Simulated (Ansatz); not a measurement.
# C3H6O2Si: the cost of one run

The runs use Ansatz 0.2.0, Gaussian basis; functionals in def2-TZVPP, the program's frozen cores in correlated methods.

Levels to be run: PBE-D4, r2SCAN-D4, PBE0-D4, B3LYP-D4, ωB97X-V, ωB97M-V, B2PLYP; CCSD(T)/def2-TZVPP; MP2/def2-QZVPP; extrapolation to the limit.

## (1) The relaxed structure

All runs share one geometry, relaxed beforehand with PBE0-D4 in a triple-zeta def2 set.

12 atoms, charge 0, spin multiplicity 1.

Atoms are counted from 1 here; the program's logs count them from 0.

Bond lengths: Si1–C2 1.893 Å, Si1–H7 1.483 Å, Si1–H8 1.482 Å, Si1–H9 1.485 Å, C2–O3 1.443 Å, C2–H10 1.094 Å, C2–H11 1.096 Å, O3–C4 1.305 Å, C4–C5 1.386 Å, C4–O6 1.236 Å, C5–H12 1.094 Å. Angles: C2–Si1–H7 109.6°, C2–Si1–H8 109.6°, C2–Si1–H9 106.7°, H7–Si1–H8 110.4°, H7–Si1–H9 110.1°, H8–Si1–H9 110.3°, Si1–C2–O3 108.8°, Si1–C2–H10 110.9°, Si1–C2–H11 110.6°, O3–C2–H10 109.1°, O3–C2–H11 109.4°, H10–C2–H11 108.1°, C2–O3–C4 114.5°, O3–C4–C5 137.2°, O3–C4–O6 126.2°, C5–C4–O6 96.0°, C4–C5–H12 112.8°.

Geometry (Å):

```xyz
12
charge 0, multiplicity 1
Si   -1.8126   -0.1255    1.1404
C    -0.1794   -0.4542    0.2408
O     0.5345    0.7918    0.1023
C     1.4373    0.7966   -0.8398
C     1.8045   -0.0177   -1.8999
O     2.1654    1.7463   -1.1488
H    -1.5375    0.4541    2.4773
H    -2.6448    0.8019    0.3372
H    -2.4938   -1.4375    1.2836
H     0.4402   -1.1606    0.8015
H    -0.3654   -0.8784   -0.7522
H     2.7284   -0.5720   -1.7085
```

## (2) PBE-D4 (GGA)

in.yaml

```yaml
crystal:
  periodic: [false, false, false]
  atoms:
    - {symbol: Si, position_ang: [-1.812556, -0.125459, 1.140384]}
    - {symbol: C, position_ang: [-0.179362, -0.454213, 0.240838]}
    - {symbol: O, position_ang: [0.534514, 0.791849, 0.102317]}
    - {symbol: C, position_ang: [1.437261, 0.796632, -0.839764]}
    - {symbol: C, position_ang: [1.804539, -0.017705, -1.899891]}
    - {symbol: O, position_ang: [2.165415, 1.746295, -1.148836]}
    - {symbol: H, position_ang: [-1.537455, 0.454102, 2.477313]}
    - {symbol: H, position_ang: [-2.644755, 0.801886, 0.337181]}
    - {symbol: H, position_ang: [-2.493817, -1.437506, 1.283575]}
    - {symbol: H, position_ang: [0.440218, -1.160562, 0.801515]}
    - {symbol: H, position_ang: [-0.365448, -0.878396, -0.752236]}
    - {symbol: H, position_ang: [2.728447, -0.572024, -1.708496]}
basis:
  gaussian: {orbitals: def2-TZVPP}
hamiltonian: {xc: pbe, dispersion: d4}
output: {forces: true, orbitals: {seedname: orbitals}}
```

Run with:

```bash
> ansatz run in.yaml --threads 4 --pin off --events-out ev --progress --plain --max-ram 10444MiB
```

What time and memory should one allow on 4 threads of Arm Neoverse V1, shared host?

About 4.2 s, with a peak of 0.38 GiB.
